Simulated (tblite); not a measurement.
# CaH6N2: the cost of one run

Computed with tblite 0.8.0 and PySCF 2.14.0; each step states its level. No surroundings beyond the atoms listed, unless a continuum is named. Atoms count from 0, parts from 1.

## 1. Starting point

9 atoms, charge 2, multiplicity 1; geometry: rigid parts in contact. Parts: 1 = atom 0, `[Ca+2]`, charge 2; 2 = atoms 1–4, `N`, charge 0; 3 = atoms 5–8, `N`, charge 0.

## 2. Search for minima with GFN2-xTB

The job: settings as JSON, then the geometry in Å.

```
{"job": {"kind": "dock", "xc": "GFN2-xTB", "basis": "xTB"}, "charge": 2, "multiplicity": 1, "parts": [{"atoms": "0-0", "charge": 2, "multiplicity": 1}, {"atoms": "1-4", "charge": 0, "multiplicity": 1}, {"atoms": "5-8", "charge": 0, "multiplicity": 1}]}
Ca    -0.337219     0.273683    -0.177827
N      0.244915     2.505506     0.304623
H      1.242764     2.695285     0.120529
H     -0.287577     3.178747    -0.265870
H      0.089720     2.785305     1.286442
N     -1.460944     0.818926    -2.171895
H     -1.114215     1.682821    -2.615165
H     -1.357061     0.063003    -2.868566
H     -2.475190     0.953471    -2.021520
```

Level: GFN2-xTB search for minima from random contacts, gas phase.

Run with:

```sh
$ OMP_NUM_THREADS=1 python cluster_run.py task.json out
```

The driver reads the jobs from task.json and runs them one after another.

**Question.** How long does this first job take on 1 thread of Arm Neoverse N1, shared host?

About 22 s.
